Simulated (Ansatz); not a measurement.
# GeH4O+ (doublet): from Hartree-Fock to the top rungs, cc-pVDZ

An exercise on one series of results from a longer session: the logs are not shown, and one member is left open.

Computed with Ansatz 0.2.0, Gaussian basis. Level: cc-pVDZ, core rule «outside noble gas», up to 15 orbitals frozen.

To be run: UHF; CCSD(T) on ROHF; CCSD(T) on UHF; BCCD(T) on ROHF; CISD; CCSDT(Q) on ROHF; CCSDT(Q) on UHF.

17 further runs of the same task are left out: 1 for a known fault of the program, 6 that didn't finish, 10 set aside as unsound or not needed.

## The geometry

The geometry is a PBE0/def2-TZVP stationary point (not a proven minimum) of the parent state, kept for this charge and spin. No spin-orbit coupling is included. The filled d shell of Ge may be among the frozen orbitals whatever the setting's name suggests; the logs give the count.

6 atoms, charge 1, spin multiplicity 2.

Atoms are counted from 1 here; the program's logs count them from 0.

Bond lengths: Ge1–O2 1.783 Å, Ge1–H3 1.541 Å, Ge1–H4 1.531 Å, Ge1–H5 1.541 Å, O2–H6 0.959 Å. Angles: O2–Ge1–H3 109.9°, O2–Ge1–H4 104.3°, O2–Ge1–H5 109.9°, H3–Ge1–H4 111.4°, H3–Ge1–H5 109.7°, H4–Ge1–H5 111.4°, Ge1–O2–H6 112.7°.

The first run:

The input, in.yaml:

```yaml
crystal:
  periodic: [false, false, false]
  atoms:
    - {symbol: Ge, position_ang: [0.000000, -0.011677, 0.315636]}
    - {symbol: O, position_ang: [0.000000, 0.105329, -1.463675]}
    - {symbol: H, position_ang: [1.259685, -0.760144, 0.793059]}
    - {symbol: H, position_ang: [0.000000, 1.443682, 0.790510]}
    - {symbol: H, position_ang: [-1.259685, -0.760144, 0.793059]}
    - {symbol: H, position_ang: [0.000000, -0.753786, -1.890382]}
basis:
  gaussian: {orbitals: cc-pVDZ}
total_charge: 1
magnetization: {spin_polarized: true, initial_magnetization: 1}
hamiltonian: {xc: hf}
output: {orbitals: {seedname: orbitals}}
```

Run with:

```bash
$ ansatz run in.yaml --threads 1 --pin off --events-out ev --progress --plain --max-ram 2393MiB
```

Among the steps run: UHF; CCSD(T) on ROHF; CCSD(T) on UHF; BCCD(T) on ROHF; CISD; CCSDT(Q) on ROHF; CCSDT(Q) on UHF.

One of the session's tables, all rows but one given; the rest of the session is left out.

It belongs to the step «Misses and costs». 

| method | from UCCSDT(Q) (meV) |
| --- | --- |
| ROHF | +8178.8 |
| UHF | +8043.4 |
| RMP2 | +1443.7 |
| UMP2 | +1424.5 |
| RCCSD | +246.4 |
| UCCSD | +243.8 |
| RCCSD(T) | +66.8 |
| UCCSD(T) | +65.9 |
| BCCD(T) | +53.9 |
| RCCSDT | ? |
| UCCSDT | +18.5 |
| RCCSDT(Q) | +2.3 |
| UCCSDT(Q) | 0 |

**Question.** Estimate the row for RCCSDT.

**Answer.** from UCCSDT(Q) (meV): +18.6. In the column «from UCCSDT(Q) (meV)» it lies between UCCSDT (+18.5) and BCCD(T) (+53.9).

Not comparable, so not listed: CISD (they don't share determinant, frozen orbitals or solution with the rows shown, or repeat one).

To keep in mind: Restricted and unrestricted rows rest on different reference determinants; where their highest levels disagree by more than a few hundredths of an eV, they describe different states and don't form one ladder.
